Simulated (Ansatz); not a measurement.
# LiV4O10: the cost of one run

Computed with Ansatz 0.2.0 (DFT PBEsol+U+D3(BJ), scalar-relativistic, plane waves, PAW, unless a step's input says otherwise).

## 1. The system as given

Symmetry: P1, No. 1, triclinic system. Conventional cell: a = 3.589 Å, b = 4.620 Å, c = 11.256 Å, α = 90.00°, β = 90.00°, γ = 90.00°. Li (site symmetry 1) has 4 O at 2.04 to 2.30 Å as nearest neighbours. V (site symmetry 1) has 5 O at 1.57 to 1.98 Å as nearest neighbours. V (site symmetry 1) has 5 O at 1.62 to 1.99 Å as nearest neighbours. V (site symmetry 1) has 5 O at 1.56 to 2.05 Å as nearest neighbours. V (site symmetry 1) is surrounded by 5 O at 1.59 to 2.06 Å. O (site symmetry 1) has 1 V at 1.57 Å as nearest neighbours. O (site symmetry 1) is surrounded by 2 V at 1.82 to 1.88 Å and 2 Li at 2.04 to 2.12 Å. O (site symmetry 1) has 1 V at 1.62 Å as nearest neighbours. Only part of the 15 independent sites is listed.

As a file:

```
CELL_PARAMETERS angstrom
3.58934 0.00000 0.00000
0.00000 11.25576 0.00000
0.00000 0.00000 4.62042
ATOMIC_POSITIONS crystal
Li 0.51358 0.99837 0.25098
V 0.49103 0.65485 0.36518
V 0.01458 0.84543 0.62194
V 0.49792 0.35135 0.36675
V 0.99731 0.15152 0.62723
O 0.49081 0.63703 0.02871
O 0.00035 0.00155 0.47761
O 0.00957 0.86492 0.96886
O 0.50753 0.49818 0.51445
O 0.99218 0.13677 0.96904
O 0.49422 0.36146 0.02994
O 0.49294 0.82230 0.48399
O 0.49066 0.17653 0.49485
O 0.00620 0.67540 0.51017
O 0.99376 0.32860 0.51626
```

## 2. Relaxing cell and atoms: LiV4O10, moments +

File input.yaml:

```yaml
crystal:
  lattice:
    - [3.589338, 0.0, 0.0]
    - [0.0, 11.255764, 0.0]
    - [0.0, 0.0, 4.620418]
  atoms:
    - { symbol: Li, position: [0.5135764202, -0.001630515, 0.2509846236] }
    - { symbol: V, position: [0.4910320347, 0.6548515719, 0.3651842956] }
    - { symbol: V, position: [0.0145832889, 0.8454261544, 0.621943495], spin: 1.0 }
    - { symbol: V, position: [0.4979157407, 0.3513519579, 0.3667516732] }
    - { symbol: V, position: [-0.0026947911, 0.1515213795, 0.6272334732] }
    - { symbol: O, position: [0.4908070129, 0.6370254269, 0.0287061364] }
    - { symbol: O, position: [0.0003528262, 0.001553378, 0.4776107688] }
    - { symbol: O, position: [0.0095677006, 0.8649180107, 0.9688566551] }
    - { symbol: O, position: [0.5075294326, 0.4981776594, 0.5144450837] }
    - { symbol: O, position: [-0.0078212425, 0.1367709976, 0.9690375551] }
    - { symbol: O, position: [0.4942190391, 0.3614575324, 0.0299442433] }
    - { symbol: O, position: [0.4929356975, 0.822300927, 0.4839877698] }
    - { symbol: O, position: [0.4906614227, 0.1765347884, 0.4948469612] }
    - { symbol: O, position: [0.0062020698, 0.6753987005, 0.510166697] }
    - { symbol: O, position: [-0.0062448142, 0.3286009011, 0.5162598906] }
  symmetry: { detect: false }
magnetization:
  spin_polarized: true
scf:
  occupations: { method: gaussian, width: 0.02 }
output:
  forces: true
  stress: true
  eigenvalues: true
  populations: true
  write_density: true
  write_potential: true
  elf: true
  volumetric_format: npy
kpoints:
  mp_grid: { grid: [8, 4, 6] }
hamiltonian:
  xc: pbesol
  hubbard: { sites: [{ species: V, l: d, u_eff: 4.0 }] }
  dispersion: d3bj
relax:
  f_tol: 0.01
  adjacent_minimum: "off"
  cell: { stress_tol: 0.05 }
```

Command:

```console
> ansatz run input.yaml --threads 4 --pin off --max-ram 12288MiB --backend cpu --events-out ev --progress --plain --runs-dir out
```

What time and memory should one allow on 4 threads of Intel Xeon Platinum 8259CL at 2.50GHz (Skylake/Cascade Lake), shared host?

About 37 min, with a peak of 3.4 GiB.
